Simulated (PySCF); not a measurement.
# CH7NOSi2: the cost of one run

Program: PySCF 2.14.0. Level of theory: levels as typed in each script, gas phase, geometry from GFN2-xTB. These are calculated values, not measurements.

### 1 Starting geometry

SMILES `O=CN([SiH3])[SiH3]`, 12 atoms, charge 0, spin multiplicity 1.

Bond lengths: O1–C2 1.215 Å, C2–N3 1.331 Å, C2–H6 1.099 Å, N3–Si4 1.786 Å, N3–Si5 1.743 Å, Si4–H7 1.467 Å, Si4–H8 1.453 Å, Si4–H9 1.454 Å, Si5–H10 1.462 Å, Si5–H11 1.459 Å, Si5–H12 1.463 Å. Angles: O1–C2–N3 120.5°, O1–C2–H6 122.4°, N3–C2–H6 117.1°, C2–N3–Si4 105.5°, C2–N3–Si5 125.0°, Si4–N3–Si5 129.5°, N3–Si4–H7 100.9°, N3–Si4–H8 108.3°, N3–Si4–H9 108.3°, H7–Si4–H8 110.3°, H7–Si4–H9 110.3°, H8–Si4–H9 117.3°, N3–Si5–H10 106.1°, N3–Si5–H11 107.5°, N3–Si5–H12 107.3°, H10–Si5–H11 111.7°, H10–Si5–H12 111.7°, H11–Si5–H12 112.2°.

As a file:

```mol
CH7NOSi2
  3D, bonds by distance, orders not assigned

 12 11  0  0  0  0  0  0  0  0999 V2000
    1.6985    1.2864   -0.0001 O   0  0
    0.4839    1.2773    0.0002 C   0  0
   -0.1830    0.1257    0.0003 N   0  0
    1.0678   -1.1493   -0.0000 Si  0  0
   -1.9201   -0.0236   -0.0003 Si  0  0
   -0.1123    2.2005    0.0011 H   0  0
    0.2335   -2.3564    0.0011 H   0  0
    1.8188   -1.0534    1.2397 H   0  0
    1.8161   -1.0540   -1.2431 H   0  0
   -2.4434    1.3414   -0.0016 H   0  0
   -2.2971   -0.7465   -1.2105 H   0  0
   -2.2945   -0.7459    1.2157 H   0  0
  1  2  8  0
  2  3  8  0
  3  4  8  0
  3  5  8  0
  2  6  8  0
  4  7  8  0
  4  8  8  0
  4  9  8  0
  5 10  8  0
  5 11  8  0
  5 12  8  0
M  END
```

### 2 Excited states (CAM-B3LYP/def2-svp)

Contents of input.py:

```python
import numpy as np
from pyscf import gto, scf, dft, tdscf
from pyscf.scf import atom_ks, atom_hf
from scipy.linalg import block_diag

def solve(mol, dm0=None, hcore=None):
    mf = (dft.UKS if mol.spin else dft.RKS)(mol, xc='camb3lyp')
    mf.grids.level = 3
    mf = mf.density_fit(auxbasis='def2-universal-jkfit')
    mf.conv_tol, mf.max_cycle = 1e-8, 80
    if hcore is not None:
        mf.get_hcore = lambda *args: hcore
    mf.kernel(dm0)
    if not mf.converged:
        mf = mf.newton().run(mf.mo_coeff, mf.mo_occ, max_cycle=30)
    assert mf.converged, 'SCF not converged'
    return mf

mol = gto.M(atom='''
O      1.69847     1.28642    -0.00013
C      0.48388     1.27733     0.00024
N     -0.18301     0.12571     0.00032
Si     1.06785    -1.14934    -0.00002
Si    -1.92007    -0.02359    -0.00035
H     -0.11225     2.20050     0.00106
H      0.23347    -2.35636     0.00110
H      1.81876    -1.05338     1.23974
H      1.81613    -1.05402    -1.24309
H     -2.44344     1.34142    -0.00159
H     -2.29709    -0.74652    -1.21053
H     -2.29453    -0.74590     1.21572
''', basis='def2-svp', charge=0, spin=0, verbose=4)
mf = solve(mol)
td = mf.TDDFT()
td.nstates, td.singlet, td.conv_tol = 4, True, 1e-5
td.kernel()
td.analyze()
x, y = np.array([p[0] for p in td.xy]), np.array([p[1] + 0 * p[0] for p in td.xy])
f, mu = td.oscillator_strength(), td.transition_dipole()
nto = [td.get_nto(state=i + 1, verbose=4) for i in range(len(td.e))]
# spherically averaged free atoms, for the promolecule
atm = atom_ks.get_atm_nrks(mol, xc='camb3lyp')
pro = block_diag(*[(atm[a[0]][2] * atm[a[0]][3]) @ atm[a[0]][2].T for a in mol._atom])
np.savez('result.npz', e=td.e, f=f, ok=td.converged, w=[n[0] for n in nto], nto=[n[1] for n in nto], x=x, y=y, c=mf.mo_coeff, occ=mf.mo_occ, eps=mf.mo_energy, pro=pro, mu=mu)
```

Started as:

```
$ OMP_NUM_THREADS=1 python input.py
```

**Question.** How long does this run take on 1 thread of Arm Neoverse V1, shared host, and how much memory does it need?

About 14 min, with a peak of 0.76 GiB.
